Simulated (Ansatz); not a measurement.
# TaSF₃: one species, many methods

One table from this session's results is given with a row withheld; the runs are named, their logs left out.

Program: Ansatz 0.2.0, Gaussian basis. Level of theory: functionals in def2-TZVPP, the program's frozen cores in correlated methods. These are calculated values, not measurements.

Plan: LDA (SPW92), PBE-D4, revPBE-D4, BLYP-D4, r2SCAN-D4, B97M-V, PBE0-D4, B3LYP-D4, r2SCANh-D4, r2SCAN0-D4, HSE06-D4, BHLYP-D4, CAM-B3LYP-D4, LC-ωPBE, ωB97X-V, ωB97M-V, B2PLYP, PBE-QIDH; CCSD(T)/def2-SVP; CCSD(T)/def2-TZVPP; MP2/def2-QZVPP; extrapolation to the limit; RPA on PBE.

### The relaxed structure

All runs share one geometry, relaxed beforehand with PBE0-D4 in a triple-zeta def2 set. Ta takes the def2 core potential; no spin-orbit term is included.

5 atoms, charge 0, spin multiplicity 1.

Atoms are counted from 1 here; the program's logs count them from 0.

Bond lengths: F1–Ta2 1.857 Å, Ta2–F3 1.857 Å, Ta2–F4 1.857 Å, Ta2–S5 2.147 Å. Angles: F1–Ta2–F3 110.4°, F1–Ta2–F4 110.4°, F1–Ta2–S5 108.5°, F3–Ta2–F4 110.4°, F3–Ta2–S5 108.5°, F4–Ta2–S5 108.5°.

The first run:

File in.yaml:

```yaml
crystal:
  periodic: [false, false, false]
  atoms:
    - {symbol: F, position_ang: [-0.851177, -0.125136, 1.662458]}
    - {symbol: Ta, position_ang: [-0.012078, -0.085252, 0.005842]}
    - {symbol: F, position_ang: [1.489437, -1.178506, 0.014593]}
    - {symbol: F, position_ang: [-1.189434, -0.614449, -1.329730]}
    - {symbol: S, position_ang: [0.613152, 1.929543, -0.394564]}
basis:
  gaussian: {orbitals: def2-TZVPP}
hamiltonian: {xc: lda}
output: {orbitals: {seedname: orbitals}}
```

Command:

```bash
ansatz run in.yaml --threads 4 --pin off --events-out ev --progress --plain --max-ram 10444MiB
```

Among the steps run: LDA; PBE-D4 (GGA); revPBE-D4 (GGA); BLYP-D4 (GGA); r2SCAN-D4 (meta-GGA); B97M-V (meta-GGA); PBE0-D4 (hybrid); B3LYP-D4 (hybrid); r2SCANh-D4 (hybrid); r2SCAN0-D4 (hybrid); HSE06-D4 (hybrid); BHLYP-D4 (hybrid); CAM-B3LYP-D4 (range-separated); LC-ωPBE (range-separated); ωB97X-V (range-separated); ωB97M-V (range-separated); B2PLYP (double hybrid); PBE-QIDH (double hybrid).

One table of the session follows, with a row left open; its other results are not shown here.

It belongs to the step «Frontier levels by functional». 

```
  functional  HOMO (eV)  LUMO (eV)  gap (eV)
 LDA (SPW92)      -7.31      -3.16      4.15
      PBE-D4      -7.10      -2.89      4.21
   revPBE-D4      -7.02      -2.79      4.24
     BLYP-D4      -6.92      -2.77      4.15
   r2SCAN-D4      -7.41      -2.79      4.62
      B97M-V      -7.40      -2.72      4.68
     PBE0-D4          ?          ?         ?
    B3LYP-D4      -8.08      -2.32      5.76
  r2SCANh-D4      -7.86      -2.49      5.37
  r2SCAN0-D4      -8.54      -2.03      6.50
    HSE06-D4      -7.93      -2.48      5.45
    BHLYP-D4      -9.37      -1.15      8.22
CAM-B3LYP-D4      -9.59      -0.98      8.61
     LC-ωPBE     -10.89       0.21     11.10
     ωB97X-V     -10.56       0.14     10.69
     ωB97M-V     -10.41       0.11     10.52
```

Q: Estimate the row for PBE0-D4 from the others.

As computed: HOMO (eV): -8.33; LUMO (eV): -2.10; gap (eV): 6.23. In the column «HOMO (eV)» it lies between r2SCAN0-D4 (-8.54) and B3LYP-D4 (-8.08).
